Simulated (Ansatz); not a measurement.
# AlBrH6Si2: a ladder of functionals and wavefunction methods

An exercise on one series of results from a longer session: the logs are not shown, and one member is left open.

Computed with Ansatz 0.2.0, Gaussian basis. Level: functionals in def2-TZVPP, the program's frozen cores in correlated methods.

The runs, in order: LDA (SPW92), PBE-D4, revPBE-D4, BLYP-D4, r2SCAN-D4, B97M-V, PBE0-D4, B3LYP-D4, r2SCANh-D4, r2SCAN0-D4, HSE06-D4, BHLYP-D4, CAM-B3LYP-D4, LC-ωPBE, ωB97X-V, ωB97M-V, B2PLYP, PBE-QIDH; CCSD(T)/def2-SVP; CCSD(T)/def2-TZVPP; MP2/def2-QZVPP; extrapolation to the limit; RPA on PBE.

### Structure used throughout

The geometry comes from an earlier relaxation with PBE0-D4 in a triple-zeta def2 set; it is a stationary point, not always the lowest conformer.

10 atoms, charge 0, spin multiplicity 1.

Atoms are counted from 1 here; the program's logs count them from 0.

Bond lengths: Al1–Si2 2.413 Å, Al1–Br4 2.627 Å, Al1–H5 1.581 Å, Al1–H6 1.581 Å, Si2–Si3 2.338 Å, Si2–Br4 2.384 Å, Si2–H7 1.491 Å, Si3–H8 1.487 Å, Si3–H9 1.485 Å, Si3–H10 1.489 Å. Angles: Si2–Al1–Br4 56.3°, Si2–Al1–H5 117.6°, Si2–Al1–H6 116.6°, Br4–Al1–H5 106.8°, Br4–Al1–H6 106.6°, H5–Al1–H6 125.5°, Al1–Si2–Si3 127.0°, Al1–Si2–Br4 66.4°, Al1–Si2–H7 123.0°, Si3–Si2–Br4 103.2°, Si3–Si2–H7 110.0°, Br4–Si2–H7 102.4°, Si2–Si3–H8 111.2°, Si2–Si3–H9 108.8°, Si2–Si3–H10 108.8°, H8–Si3–H9 109.7°, H8–Si3–H10 109.1°, H9–Si3–H10 109.3° and more.

Set-up of the first run:

Contents of in.yaml:

```yaml
crystal:
  periodic: [false, false, false]
  atoms:
    - {symbol: Al, position_ang: [-1.704616, 1.500846, 0.400479]}
    - {symbol: Si, position_ang: [0.110403, 0.363573, -0.711589]}
    - {symbol: Si, position_ang: [1.656532, -1.099797, 0.254317]}
    - {symbol: Br, position_ang: [-1.918254, -0.887318, -0.672994]}
    - {symbol: H, position_ang: [-2.600900, 2.473019, -0.466234]}
    - {symbol: H, position_ang: [-1.811934, 1.302899, 1.965548]}
    - {symbol: H, position_ang: [0.377585, 0.496210, -2.172214]}
    - {symbol: H, position_ang: [1.776732, -2.352715, -0.536698]}
    - {symbol: H, position_ang: [1.214040, -1.420559, 1.635201]}
    - {symbol: H, position_ang: [2.983511, -0.427358, 0.307084]}
basis:
  gaussian: {orbitals: def2-TZVPP}
hamiltonian: {xc: lda}
output: {orbitals: {seedname: orbitals}}
```

Among the steps run: LDA; PBE-D4 (GGA); revPBE-D4 (GGA); BLYP-D4 (GGA); r2SCAN-D4 (meta-GGA); B97M-V (meta-GGA); PBE0-D4 (hybrid); B3LYP-D4 (hybrid); r2SCANh-D4 (hybrid); r2SCAN0-D4 (hybrid); HSE06-D4 (hybrid); BHLYP-D4 (hybrid); CAM-B3LYP-D4 (range-separated); LC-ωPBE (range-separated); ωB97X-V (range-separated); ωB97M-V (range-separated); B2PLYP (double hybrid); PBE-QIDH (double hybrid).

One of the session's tables, all rows but one given; the rest of the session is left out.

It belongs to the step «Frontier levels by functional». 

| functional | HOMO (eV) | LUMO (eV) | gap (eV) |
| --- | --- | --- | --- |
| LDA (SPW92) | -6.36 | -2.61 | 3.75 |
| PBE-D4 | -6.26 | -2.41 | 3.85 |
| revPBE-D4 | ? | ? | ? |
| BLYP-D4 | -6.10 | -2.24 | 3.87 |
| r2SCAN-D4 | -6.49 | -2.22 | 4.27 |
| B97M-V | -6.57 | -2.29 | 4.27 |
| PBE0-D4 | -7.26 | -1.60 | 5.67 |
| B3LYP-D4 | -7.07 | -1.76 | 5.31 |
| r2SCANh-D4 | -6.85 | -1.93 | 4.93 |
| r2SCAN0-D4 | -7.41 | -1.50 | 5.91 |
| HSE06-D4 | -6.88 | -1.97 | 4.91 |
| BHLYP-D4 | -8.16 | -0.66 | 7.50 |
| CAM-B3LYP-D4 | -8.46 | -0.53 | 7.93 |
| LC-ωPBE | -9.72 | 0.52 | 10.24 |
| ωB97X-V | -9.42 | 0.42 | 9.84 |
| ωB97M-V | -9.19 | 0.21 | 9.41 |

Estimate the missing values for revPBE-D4.

The run gave: HOMO (eV): -6.22; LUMO (eV): -2.33; gap (eV): 3.89. In the column «HOMO (eV)» it lies between PBE-D4 (-6.26) and BLYP-D4 (-6.10).
